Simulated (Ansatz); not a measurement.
**ZrSi+ (octet): wave-function methods side by side, def2-TZVPP**

One table from this session's results is given with a row withheld; the runs are named, their logs left out.

The runs use Ansatz 0.2.0, Gaussian basis; def2-TZVPP, core rule «outside noble gas», up to 9 orbitals frozen.

The runs, in order: UHF; CCSD(T) on ROHF; CCSD(T) on UHF; CCSDT(Q) on ROHF; CCSDT(Q) on UHF.

11 further runs of the same task are left out: 7 for a known fault of the program, 1 that didn't finish, 3 set aside as unsound or not needed.

## The geometry

The geometry is a PBE0/def2-TZVP stationary point (not a proven minimum) of the parent state, kept for this charge and spin. No spin-orbit coupling is included. Elements past krypton take def2 core potentials.

2 atoms, charge 1, spin multiplicity 8.

Atoms are counted from 1 here; the program's logs count them from 0.

Bond lengths: Zr1–Si2 2.522 Å.

As a file:

```xyz
2
SiZr
Zr    0.0000    0.0000    0.0000
Si    0.0000    0.0000    2.5216
```

The first run:

in.yaml reads:

```yaml
crystal:
  periodic: [false, false, false]
  atoms:
    - {symbol: Zr, position_ang: [0.000000, 0.000000, 0.000000]}
    - {symbol: Si, position_ang: [0.000000, 0.000000, 2.521600]}
basis:
  gaussian: {orbitals: def2-TZVPP}
total_charge: 1
magnetization: {spin_polarized: true, initial_magnetization: 7}
hamiltonian: {xc: hf}
output: {orbitals: {seedname: orbitals}}
```

Run with:

```
ansatz run in.yaml --threads 1 --pin off --events-out ev --progress --plain --max-ram 4096MiB --backend cpu
```

Steps of the session up to this table: UHF; CCSD(T) on ROHF; CCSD(T) on UHF; CCSDT(Q) on ROHF; CCSDT(Q) on UHF.

One table of the session follows, with a row left open; its other results are not shown here.

| method | from RCCSDT(Q) (kJ/mol) |
| --- | --- |
| ROHF | +173.0 |
| UHF | +160.3 |
| RMP2 | +45.6 |
| UMP2 | +33.9 |
| RCCSD | +6.4 |
| UCCSD | ? |
| RCCSD(T) | +1.8 |
| UCCSD(T) | -9.4 |
| RCCSDT | +0.1 |
| UCCSDT | -10.9 |
| RCCSDT(Q) | 0 |
| UCCSDT(Q) | -11.0 |

Q: Estimate the row for UCCSD from the others.

The run gave: from RCCSDT(Q) (kJ/mol): -5.0. In the column «from RCCSDT(Q) (kJ/mol)» it lies between UCCSD(T) (-9.4) and RCCSDT(Q) (0).

To keep in mind: Restricted and unrestricted rows rest on different reference determinants; where their highest levels disagree by more than a few hundredths of an eV, they describe different states and don't form one ladder.
